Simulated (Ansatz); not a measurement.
# Cl2F2H3NSi2: up Jacob's ladder to CCSD(T)

One table from this session's results is given with a row withheld; the runs are named, their logs left out.

The runs use Ansatz 0.2.0, Gaussian basis; functionals in def2-TZVPP, the program's frozen cores in correlated methods.

The runs, in order: PBE-D4, r2SCAN-D4, PBE0-D4, B3LYP-D4, ωB97X-V, ωB97M-V, B2PLYP; CCSD(T)/def2-TZVPP; MP2/def2-QZVPP; extrapolation to the limit.

### The geometry

The geometry comes from an earlier relaxation with PBE0-D4 in a triple-zeta def2 set; it is a stationary point, not always the lowest conformer.

SMILES `F[SiH](F)N[SiH](Cl)Cl`, 10 atoms, charge 0, spin multiplicity 1.

Atoms are counted from 1 here; the program's logs count them from 0.

Bond lengths: F1–Si2 1.586 Å, Si2–F3 1.583 Å, Si2–N4 1.708 Å, Si2–H8 1.466 Å, N4–Si5 1.706 Å, N4–H9 1.013 Å, Si5–Cl6 2.041 Å, Si5–Cl7 2.039 Å, Si5–H10 1.472 Å. Angles: F1–Si2–F3 107.4°, F1–Si2–N4 105.6°, F1–Si2–H8 109.7°, F3–Si2–N4 111.4°, F3–Si2–H8 107.6°, N4–Si2–H8 115.0°, Si2–N4–Si5 130.1°, Si2–N4–H9 114.1°, Si5–N4–H9 115.8°, N4–Si5–Cl6 110.7°, N4–Si5–Cl7 106.3°, N4–Si5–H10 114.0°, Cl6–Si5–Cl7 110.2°, Cl6–Si5–H10 106.6°, Cl7–Si5–H10 109.1°.

Set-up of the first run:

Input file in.yaml:

```yaml
crystal:
  periodic: [false, false, false]
  atoms:
    - {symbol: F, position_ang: [-1.422614, -2.330642, 0.665743]}
    - {symbol: Si, position_ang: [-1.017121, -1.135894, -0.295097]}
    - {symbol: F, position_ang: [-0.453069, -1.773386, -1.629585]}
    - {symbol: N, position_ang: [0.193821, -0.267767, 0.539633]}
    - {symbol: Si, position_ang: [1.015758, 1.163280, 0.106449]}
    - {symbol: Cl, position_ang: [0.807724, 2.581192, 1.560116]}
    - {symbol: Cl, position_ang: [0.168171, 1.807992, -1.632541]}
    - {symbol: H, position_ang: [-2.208135, -0.355580, -0.644415]}
    - {symbol: H, position_ang: [0.453768, -0.672525, 1.430924]}
    - {symbol: H, position_ang: [2.461677, 0.983330, -0.101237]}
basis:
  gaussian: {orbitals: def2-TZVPP}
hamiltonian: {xc: pbe, dispersion: d4}
output: {forces: true, orbitals: {seedname: orbitals}}
```

Run with:

```
$ ansatz run in.yaml --threads 2 --pin off --events-out ev --progress --plain --max-ram 32768MiB --backend cuda --devices 0, --max-vram 18GiB
```

Among the steps run: PBE-D4 (GGA); r2SCAN-D4 (meta-GGA); PBE0-D4 (hybrid); B3LYP-D4 (hybrid); ωB97X-V (range-separated); ωB97M-V (range-separated); B2PLYP (double hybrid); CCSD(T) in def2-TZVPP; MP2 in def2-QZVPP.

One table of the session follows, with a row left open; its other results are not shown here.

| method | atomisation energy (kJ/mol) |
| --- | --- |
| PBE-D4 | ? |
| r2SCAN-D4 | 3788.2 |
| PBE0-D4 | 3746.9 |
| B3LYP-D4 | 3749.0 |
| ωB97X-V | 3807.3 |
| ωB97M-V | 3805.3 |
| B2PLYP | 3724.6 |
| HF/def2-TZVPP | 2771.6 |
| MP2/def2-TZVPP | 3799.5 |
| CCSD/def2-TZVPP | 3604.1 |
| CCSD(T)/def2-TZVPP | 3666.7 |
| MP2/CBS | 3936.4 |
| CCSD(T)/CBS | 3803.5 |

Estimate the missing values for PBE-D4.

**Answer.** atomisation energy (kJ/mol): 3813.1. In the column «atomisation energy (kJ/mol)» it lies between ωB97X-V (3807.3) and MP2/CBS (3936.4).
